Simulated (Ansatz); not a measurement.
Molecular dynamics of Hf₄Si₄GeO₁₆

input.yaml

```yaml
accuracy: low
crystal:
  lattice:
    - [6.5725, 0.0, 0.0]
    - [0.0, 6.5725, 0.0]
    - [0.0, 0.0, 5.9632]
  atoms:
    - { symbol: Hf, position: [-0.00183769, 0.49981959, 0.25632904] }
    - { symbol: Hf, position: [0.01886415, 0.00759944, 0.00699393] }
    - { symbol: Si, position: [0.53516917, 0.02458939, 0.22943092] }
    - { symbol: Si, position: [0.03498112, 0.01378362, 0.49743222] }
    - { symbol: O, position: [0.44651266, 0.3292987, 0.81443099] }
    - { symbol: O, position: [0.69919257, 0.07769773, 0.01445001] }
    - { symbol: O, position: [0.02633764, 0.19369411, 0.31870273] }
    - { symbol: O, position: [0.33889926, 0.00520084, 0.06328818] }
    - { symbol: O, position: [0.49003057, 0.1893023, 0.43049301] }
    - { symbol: O, position: [0.18601959, 0.01930451, 0.70461941] }
    - { symbol: O, position: [0.44284869, 0.82089312, 0.45366175] }
    - { symbol: O, position: [0.31143378, 0.51502404, 0.19073171] }
    - { symbol: Hf, position: [0.5019273, 0.01788454, 0.74757096] }
    - { symbol: Hf, position: [0.48302353, 0.49889527, 0.51411768] }
    - { symbol: Si, position: [-0.01799501, 0.49417758, 0.7615952] }
    - { symbol: Si, position: [0.48993162, 0.50367276, 0.00272916] }
    - { symbol: O, position: [0.06609921, 0.83300739, 0.31151548] }
    - { symbol: O, position: [0.1605249, 0.52088974, 0.57441523] }
    - { symbol: O, position: [0.51464759, 0.69562866, 0.83206243] }
    - { symbol: O, position: [0.79582546, 0.41953988, 0.60624253] }
    - { symbol: O, position: [-0.02633334, 0.69026191, 0.93558742] }
    - { symbol: O, position: [0.67991542, 0.46073928, 0.16854123] }
    - { symbol: O, position: [0.02749214, 0.3203032, 0.94774606] }
    - { symbol: O, position: [0.82098158, -0.02926623, 0.63405593] }
    - { symbol: Ge, position: [0.73479617, 0.78676153, 0.37996657] }
basis:
  ecutwfc: 420.0
kpoints:
  mp_grid: { grid: [2, 2, 2] }
hamiltonian:
  xc: pbe
  pseudopotentials: { kind: paw, azcp: { folder: soft_1 } }
scf:
  occupations: { method: fermi_dirac, width: 0.02 }
  lower_state_search: "off"
md:
  timestep: 1
  n_steps: 180
  ensemble: nvt_langevin
  temperature: 600.0
  initial_velocities: maxwell_boltzmann
  seed: 435691
  friction: 0.005
```

Launched with:

```bash
$ ansatz run input.yaml --threads 2 --pin off --max-ram 5120MiB --backend cpu --events-out ev --progress --plain --runs-dir out
```

It starts from a partly relaxed structure (largest force component 0.07 eV/Å).

Output, in part (step lines):

```
md step     0: t =     0.00 fs  T =   576.0 K  F+E_penalty+E_count = -78833.14714751 eV  E_kin = 1.861344 eV  (14 SCF iters)
md step     1: t =     1.00 fs  T =   576.4 K  F+E_penalty+E_count = -78833.13147963 eV  E_kin = 1.862641 eV  (8 SCF iters)
md step     2: t =     2.00 fs  T =   562.5 K  F+E_penalty+E_count = -78833.08532423 eV  E_kin = 1.817713 eV  (8 SCF iters)
md step     3: t =     3.00 fs  T =   538.9 K  F+E_penalty+E_count = -78833.01076403 eV  E_kin = 1.741616 eV  (8 SCF iters)
md step     4: t =     4.00 fs  T =   510.9 K  F+E_penalty+E_count = -78832.91254022 eV  E_kin = 1.651030 eV  (8 SCF iters)
md step     5: t =     5.00 fs  T =   473.9 K  F+E_penalty+E_count = -78832.79748510 eV  E_kin = 1.531344 eV  (5 SCF iters)
md step     6: t =     6.00 fs  T =   415.8 K  F+E_penalty+E_count = -78832.67415736 eV  E_kin = 1.343534 eV  (5 SCF iters)
md step     7: t =     7.00 fs  T =   375.1 K  F+E_penalty+E_count = -78832.55105434 eV  E_kin = 1.212174 eV  (5 SCF iters)
[... lines left out ...]
md step   180: t =   180.00 fs  T =   532.3 K  F+E_penalty+E_count = -78831.78736622 eV  E_kin = 1.720187 eV  (8 SCF iters)
```

The steps, from the saved trajectory:

```
time (fs)  T (K)  potential energy less start (eV)
        0    576                             0.000
        6    416                             0.473
       12    272                             1.020
       18    220                             1.177
       24    290                             1.104
       30    378                             1.012
       36    419                             1.189
       42    377                             1.417
       48    429                             1.387
       54    411                             1.401
       60    384                             1.465
       66    414                             1.484
       72    443                             1.383
       78    522                             1.234
       84    508                             1.297
       90    476                             1.407
       96    400                             1.596
      102    342                             1.747
      108    447                             1.508
      114    437                             1.405
      120    414                             1.520
      126    399                             1.560
      132    481                             1.361
      138    498                             1.308
      144    455                             1.407
      150    440                             1.404
      156    423                             1.325
      162    457                             1.331
      168    456                             1.352
      174    563                             1.248
      180    532                             1.360
```

The run went to its last step. The mean temperature of the second half is 26 % below the set value. A run of 0.18 ps of so small a system gives no equilibrium averages. Limits of this set-up: coarse k mesh, a small cell, in which the defect meets its images, low accuracy level.

Mean squared displacements from the first frame to the last, about the centre of mass: Hf 0.01 Å², Si 0.01 Å², O 0.02 Å², Ge 0.00 Å².

Last frame:

```xyz
25
Lattice="6.5725 0.0000 0.0000 0.0000 6.5725 0.0000 0.0000 0.0000 5.9632" Properties=species:S:1:pos:R:3
Hf 0.166 3.272 1.616
Hf 0.161 0.090 0.058
Si 3.494 0.136 1.499
Si 0.337 0.102 3.065
O 2.947 2.237 4.887
O 4.569 0.455 0.152
O 0.348 1.256 1.956
O 2.281 0.201 0.465
O 3.371 1.219 2.730
O 1.315 0.147 4.313
O 2.945 5.531 2.636
O 2.166 3.489 1.156
Hf 3.388 0.197 4.446
Hf 3.231 3.327 3.100
Si -0.057 3.291 4.624
Si 3.339 3.379 0.096
O 0.547 5.499 1.967
O 1.169 3.235 3.467
O 3.346 4.650 5.058
O 5.204 2.885 3.814
O -0.142 4.540 5.686
O 4.642 3.102 1.039
O 0.302 2.163 5.733
O 5.479 -0.110 3.869
Ge 4.939 5.242 2.265
```

The run took 24 min on 2 threads of Arm Neoverse V1 (shared host), peak memory 1.1 GiB.
